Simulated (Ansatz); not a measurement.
What does this script print? It uses the Python package of Ansatz (0.2.0).

The script, `deck_srmg.py`:
```python
"""SrMg from an input typed as a mapping."""

import json

import ansatz as az
import pandas as pd

settings = {
    "crystal": {
        "lattice": [
            [0.0, 3.499514, 3.499514],
            [3.499514, 0.0, 3.499514],
            [3.499514, 3.499514, 0.0],
        ],
        "atoms": [
            {"symbol": "Sr", "position": [0.5, 0.5, 0.5]},
            {"symbol": "Mg", "position": [0.0, 0.0, 0.0]},
        ],
    },
    "kpoints": {"mp_grid": {"grid": [6, 6, 6]}},
    "hamiltonian": {"xc": "lda"},
    "scf": {
        "occupations": {"method": "fermi_dirac", "width": 0.05},
        "initial_density": {"chi_scale": 0.0},
    },
    "output": {"forces": True},
    "basis": {"ecutrho_ratio": 4},
}

planned = az.Session.from_dict(settings).plan(threads=1, pin="off")
result = planned.execute()
data = result.report

n_atoms = len(data["lattice"]["sites"])
print("F =", round(data["free_energy_ev"], 4), "eV for", n_atoms, "atoms")
print("E(sigma -> 0) =", round(data["energy_sigma0_ev"], 4), "eV, TS =", round(data["entropy_ts_ev"], 5), "eV")
print("closed by", data["closed_by"], "after", data["n_iterations"], "iterations")

# forces, one row an atom
table = pd.DataFrame(data["forces_ev_ang"], columns=["fx", "fy", "fz"])
table.insert(0, "atom", [site["symbol"] for site in data["lattice"]["sites"]])
print(table.round(4).to_string())

used = data["setup"]
print("cutoffs (eV):", used["ecut_ev"], used["ecutrho_ev"], " FFT grid:", used["fft_dense"])
print("cell volume {:.3f} A^3, {} symmetry operations".format(used["cell_volume_ang3"], used["n_sym_ops"]))

keep = ["free_energy_ev", "energy_sigma0_ev", "fermi_energy_ev", "n_iterations", "converged", "magnetization_mub", "n_kpoints"]
with open("srmg.json", "w") as handle:
    json.dump({key: data[key] for key in keep}, handle, indent=1)
```

```console
$ python deck_srmg.py
DeckWarning: basis.ecutwfc = 420 eV, auto-derived from the records' recommended cutoffs: set by Sr (normal level)
F = -5345.4234 eV for 2 atoms
E(sigma -> 0) = -5345.4113 eV, TS = 0.02422 eV
closed by deck_thresholds after 7 iterations
  atom   fx   fy   fz
0   Sr -0.0  0.0  0.0
1   Mg -0.0  0.0  0.0
cutoffs (eV): 420.0 1680.0  FFT grid: [36, 36, 36]
cell volume 85.714 A^3, 48 symmetry operations
```
(Warnings from the package without file and line, repeats left out.)

File `srmg.json` afterwards:
```json
{
 "free_energy_ev": -5345.423399910407,
 "energy_sigma0_ev": -5345.411290758838,
 "fermi_energy_ev": 4.157636602650881,
 "n_iterations": 7,
 "converged": true,
 "magnetization_mub": 0.0,
 "n_kpoints": 16
}
```

What to keep in mind:
- These settings explore the input space; cutoff and mesh may be short of convergence.
- For a metal this k-point mesh is coarse: on a finer one energies can move by several to tens of meV an atom and pressures by half a GPa or more, differences at one mesh by less.
- This cell is a computed structure, which may not be the phase found in nature.
- Run time: 1.9 s on 1 thread of Arm Neoverse V1 (shared host), peak memory 0.37 GiB.

(Lines on the test bed's own set-up are left out of the output.)
